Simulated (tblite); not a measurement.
# C5H9B2NS2: the cost of one run

Programs: tblite 0.8.0 and PySCF 2.14.0, with density-fitted response routines of our own. Each step states its level of theory. These are calculated values for one molecule in the gas phase, unless marked as measured. Atoms are numbered from 0 throughout.

### Step 1. Starting geometry

19 atoms, charge 0, multiplicity 1; geometry from: force field or distance geometry start.

Bonds of the start (Å): C0–C1 1.32, C1–C2 1.49, C2–N3 1.44, N3–B4 1.52, B4–B5 1.68, B5–S6 1.89, S6–C7 1.81, C7–C8 1.34, C8–S9 1.80, S9–B4 1.89, C0–H10 1.10, C0–H11 1.10, C1–H12 1.12, C2–H13 1.11, C2–H14 1.11, N3–H15 1.08, B5–H16 1.19, C7–H17 1.08, C8–H18 1.10.

### Step 2. Relaxing the molecule with GFN2-xTB

The job: settings as JSON, then the geometry in Å.

```
{"job": {"kind": "relax", "xc": "GFN2-xTB", "basis": "xTB"}, "charge": 0, "multiplicity": 1}
C     -3.853600    -0.333900     0.407600
C     -2.838700     0.406200     0.812000
C     -1.514700     0.449400     0.128400
N     -0.511700    -0.005500     1.063700
B      0.800600     0.061600     0.307200
B      1.521500     1.546900     0.003300
S      2.845400     1.506100    -1.342900
C      3.780100    -0.026600    -1.096500
C      3.152900    -1.189600    -0.898200
S      1.357300    -1.335100    -0.841000
H     -3.683000    -0.918100    -0.511600
H     -4.816800    -0.361900     0.929300
H     -2.922700     1.022400     1.739800
H     -1.253700     1.469900    -0.216000
H     -1.515800    -0.185500    -0.785500
H     -0.676100    -1.038000     1.315900
H      1.478200     2.380800     0.854100
H      4.862400    -0.021800    -1.121300
H      3.778500    -2.078300    -0.755800
```

Command:

```sh
$ OMP_NUM_THREADS=1 python probes_run.py task.json out
```

The driver reads the jobs from task.json and runs them one after another.

**Question.** How long does this first job take on 1 thread of Arm Neoverse V1, shared host, and how much memory does it need?

About 1.5 s, with a peak of 0.18 GiB.
